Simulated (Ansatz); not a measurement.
# Y: the cost of one run

Method: DFT PBE, scalar-relativistic, plane waves, PAW, in Ansatz 0.2.0.

### 1 The starting structure

Symmetry: P6_3/mmc, No. 194, hexagonal system. Conventional cell: a = 3.657 Å, b = 3.657 Å, c = 5.674 Å, α = 90.00°, β = 90.00°, γ = 120.00°. Around Y (site symmetry -6m2) lie 12 Y at 3.54 to 3.66 Å.

Coordinates:

```cif
data_structure
_symmetry_space_group_name_H-M 'P 1'
_symmetry_Int_Tables_number 1
_cell_length_a 3.6571
_cell_length_b 3.6571
_cell_length_c 5.6741
_cell_angle_alpha 90.000
_cell_angle_beta 90.000
_cell_angle_gamma 120.000
_cell_volume 65.72
loop_
_atom_site_label
_atom_site_type_symbol
_atom_site_fract_x
_atom_site_fract_y
_atom_site_fract_z
_atom_site_occupancy
Y1 Y 0.33333 0.66667 0.25000 1
Y2 Y 0.66667 0.33333 0.75000 1
```

It is the result of an earlier relaxation at this level (volume 32.86 Å³/atom; gap on the mesh: none (metal)).

### 2 Bulk reference on the slab's mesh

The input, input.yaml:

```yaml
crystal:
  lattice:
    - [3.6571046507, 0.0, 0.0]
    - [-1.8285523254, 6.4981409309, 0.0]
    - [1.8285523254, 1.543643163, 2.7654975331]
  atoms:
    - { symbol: "Y", position: [0.0833333333, 0.75, 0.5833333333] }
    - { symbol: "Y", position: [0.9166666667, 0.25, 0.4166666667] }
basis:
  ecutwfc: 420
kpoints:
  mp_grid: { grid: [10, 6, 12] }
hamiltonian:
  xc: pbe
scf:
  occupations: { method: gaussian, width: 0.1 }
output:
  forces: true
  stress: true
  eigenvalues: true
```

Command:

```console
$ ansatz run input.yaml --threads 1 --pin off --max-ram 2560MiB --backend cpu --events-out ev --progress --plain --runs-dir out
```

**Question.** How long does this run take on 1 thread of AMD EPYC 7R43 (Zen 3), shared host, and how much memory does it need?

About 21 s, with a peak of 0.62 GiB.
